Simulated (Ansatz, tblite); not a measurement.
**[(RSn)12O14(OH)6]2+, R = F (F12H6O20Sn12 (+2)): a ladder of methods and basis sets**

The task here is to estimate one member of a computed series from the others.

Program: Ansatz 0.2.0, Gaussian basis. Level of theory: as each input shows. These are calculated values, not measurements.

The runs, in order: GFN1-xTB, GFN2-xTB, PBE-D4/def2-SVP, r2SCAN-D4/def2-SVP, LDA/def2-SVP, PBE0-D4/def2-TZVP, PBE-D4/def2-TZVP, MP2/def2-SVP.

2 further runs of the same task are left out: 2 for a known fault of the program.

**The structure**

The singlet was relaxed beforehand with r2SCAN-D4/def2-SVP.

50 atoms, charge 2, spin multiplicity 1.

Bond lengths: Sn1–O13 2.107 Å, Sn1–O14 2.106 Å, Sn1–O15 2.106 Å, Sn1–O27 2.101 Å, Sn1–O28 2.100 Å, Sn1–F33 1.909 Å, Sn2–O13 2.107 Å, Sn2–O16 2.106 Å, Sn2–O17 2.106 Å, Sn2–O27 2.100 Å, Sn2–O29 2.100 Å, Sn2–F34 1.909 Å, Sn3–O13 2.107 Å, Sn3–O18 2.106 Å, Sn3–O19 2.106 Å, Sn3–O28 2.100 Å, Sn3–O29 2.101 Å, Sn3–F35 1.909 Å and more. Angles: O13–Sn1–O14 88.4°, O13–Sn1–O15 88.4°, O13–Sn1–O27 75.8°, O13–Sn1–O28 75.8°, O13–Sn1–F33 168.8°, O14–Sn1–O15 76.4°, O14–Sn1–O27 159.9°, O14–Sn1–O28 90.7°, O14–Sn1–F33 100.4°, O15–Sn1–O27 90.7°, O15–Sn1–O28 159.9°, O15–Sn1–F33 100.4°, O27–Sn1–O28 97.0°, O27–Sn1–F33 97.0°, O28–Sn1–F33 97.0°, O13–Sn2–O16 88.4°, O13–Sn2–O17 88.4°, O13–Sn2–O27 75.8° and more.

Sn takes a core potential in the def2 sets. No spin-orbit coupling is included. The ion is computed in the gas phase, without counter-ions or solvent.

PBE0-D4/def2-SVP was run before; its log isn't repeated, and its numbers join the tables.

Set-up of the first run:

Tight binding, by tblite at 300 K electronic temperature and without a spin-polarisation term:

```python
tblite.interface.Calculator('GFN1-xTB', numbers, positions, charge=2, uhf=0).singlepoint()
```

Tight binding, by tblite at 300 K electronic temperature and without a spin-polarisation term:

```python
tblite.interface.Calculator('GFN2-xTB', numbers, positions, charge=2, uhf=0).singlepoint()
```

start.molden holds the orbitals of an earlier run on this state, given as this run's starting guess.

The input, in.yaml:

```yaml
crystal:
  periodic: [false, false, false]
  atoms:
    - {symbol: Sn, position_ang: [0.178526, 1.835995, 2.863344]}
    - {symbol: Sn, position_ang: [1.836854, 2.862610, 0.178579]}
    - {symbol: Sn, position_ang: [2.862490, 0.177213, 1.836415]}
    - {symbol: Sn, position_ang: [0.221766, 1.937916, -2.551463]}
    - {symbol: Sn, position_ang: [1.937032, -2.552187, 0.220725]}
    - {symbol: Sn, position_ang: [-2.551564, 0.221725, 1.938002]}
    - {symbol: Sn, position_ang: [-0.221824, -1.937916, 2.551484]}
    - {symbol: Sn, position_ang: [-1.937081, 2.552178, -0.220663]}
    - {symbol: Sn, position_ang: [2.551537, -0.221725, -1.937943]}
    - {symbol: Sn, position_ang: [-0.178527, -1.835994, -2.863370]}
    - {symbol: Sn, position_ang: [-1.836860, -2.862617, -0.178590]}
    - {symbol: Sn, position_ang: [-2.862484, -0.177200, -1.836413]}
    - {symbol: O, position_ang: [1.119444, 1.119327, 1.119519]}
    - {symbol: O, position_ang: [-0.780439, -0.030152, 3.040464]}
    - {symbol: O, position_ang: [-1.585646, 2.077622, 1.739376]}
    - {symbol: O, position_ang: [-0.029531, 3.040745, -0.780156]}
    - {symbol: O, position_ang: [2.077383, 1.738446, -1.585868]}
    - {symbol: O, position_ang: [1.738142, -1.586669, 2.076739]}
    - {symbol: O, position_ang: [3.039734, -0.780977, -0.030345]}
    - {symbol: O, position_ang: [-1.738231, 1.586676, -2.076750]}
    - {symbol: O, position_ang: [0.780447, 0.030145, -3.040430]}
    - {symbol: O, position_ang: [0.029462, -3.040795, 0.780148]}
    - {symbol: O, position_ang: [1.585667, -2.077632, -1.739323]}
    - {symbol: O, position_ang: [-2.077397, -1.738415, 1.585878]}
    - {symbol: O, position_ang: [-3.039684, 0.780951, 0.030384]}
    - {symbol: O, position_ang: [-1.119407, -1.119344, -1.119556]}
    - {symbol: O, position_ang: [1.008237, 3.552347, 1.981178]}
    - {symbol: O, position_ang: [1.980516, 1.006159, 3.552794]}
    - {symbol: O, position_ang: [3.552880, 1.979673, 1.007694]}
    - {symbol: O, position_ang: [-1.008298, -3.552355, -1.981228]}
    - {symbol: O, position_ang: [-1.980495, -1.006148, -3.552804]}
    - {symbol: O, position_ang: [-3.552846, -1.979644, -1.007657]}
    - {symbol: F, position_ang: [-0.347849, 2.650355, 4.507404]}
    - {symbol: F, position_ang: [2.650776, 4.506189, -0.349965]}
    - {symbol: F, position_ang: [4.506866, -0.350000, 2.649626]}
    - {symbol: F, position_ang: [0.336921, 3.065275, -4.071684]}
    - {symbol: F, position_ang: [3.065038, -4.071988, 0.335236]}
    - {symbol: F, position_ang: [-4.071725, 0.338017, 3.065326]}
    - {symbol: F, position_ang: [-0.337064, -3.065327, 4.071667]}
    - {symbol: F, position_ang: [-3.065151, 4.071937, -0.335051]}
    - {symbol: F, position_ang: [4.071723, -0.337845, -3.065247]}
    - {symbol: F, position_ang: [0.347949, -2.650315, -4.507417]}
    - {symbol: F, position_ang: [-2.650837, -4.506169, 0.349966]}
    - {symbol: F, position_ang: [-4.506865, 0.349934, -2.649666]}
    - {symbol: H, position_ang: [1.035779, 4.456546, 2.343931]}
    - {symbol: H, position_ang: [2.343426, 1.033696, 4.456949]}
    - {symbol: H, position_ang: [4.457329, 2.341818, 1.034809]}
    - {symbol: H, position_ang: [-1.035598, -4.456604, -2.343863]}
    - {symbol: H, position_ang: [-2.343291, -1.033471, -4.457004]}
    - {symbol: H, position_ang: [-4.457208, -2.342025, -1.035202]}
basis:
  gaussian: {orbitals: def2-SVP, fitting: {mean_field: def2-universal-jkfit}, initial_orbitals: start.molden}
total_charge: 2
hamiltonian: {xc: pbe, dispersion: d4}
scf: {omitted_lower_state_checks: [starts]}
output: {orbitals: {seedname: orbitals}}
```

Command:

```sh
> ansatz run in.yaml --threads 11 --pin off --events-out ev --progress --plain --max-ram 174080MiB --backend cuda --devices 0, --max-vram 75GiB
```

Steps of the session up to this table: PBE-D4/def2-SVP; r2SCAN-D4/def2-SVP; LDA/def2-SVP; PBE0-D4/def2-TZVP; PBE-D4/def2-TZVP; MP2/def2-SVP.

One of the session's tables, all rows but one given; the rest of the session is left out.

It belongs to the step «Levels side by side». 

| level | HOMO (eV) | LUMO (eV) | gap (eV) |
| --- | --- | --- | --- |
| LDA/def2-SVP | -14.62 | -11.75 | 2.87 |
| PBE-D4/def2-SVP | -14.39 | -11.40 | 2.99 |
| PBE-D4/def2-TZVP | -14.49 | -11.50 | 2.99 |
| r2SCAN-D4/def2-SVP | -14.99 | -11.39 | 3.60 |
| PBE0-D4/def2-SVP | ? | ? | ? |
| PBE0-D4/def2-TZVP | -16.32 | -10.80 | 5.52 |

**Question.** Estimate the row for PBE0-D4/def2-SVP.

The run gave: HOMO (eV): -16.37; LUMO (eV): -10.79; gap (eV): 5.58. In the column «HOMO (eV)» it is the lowest.
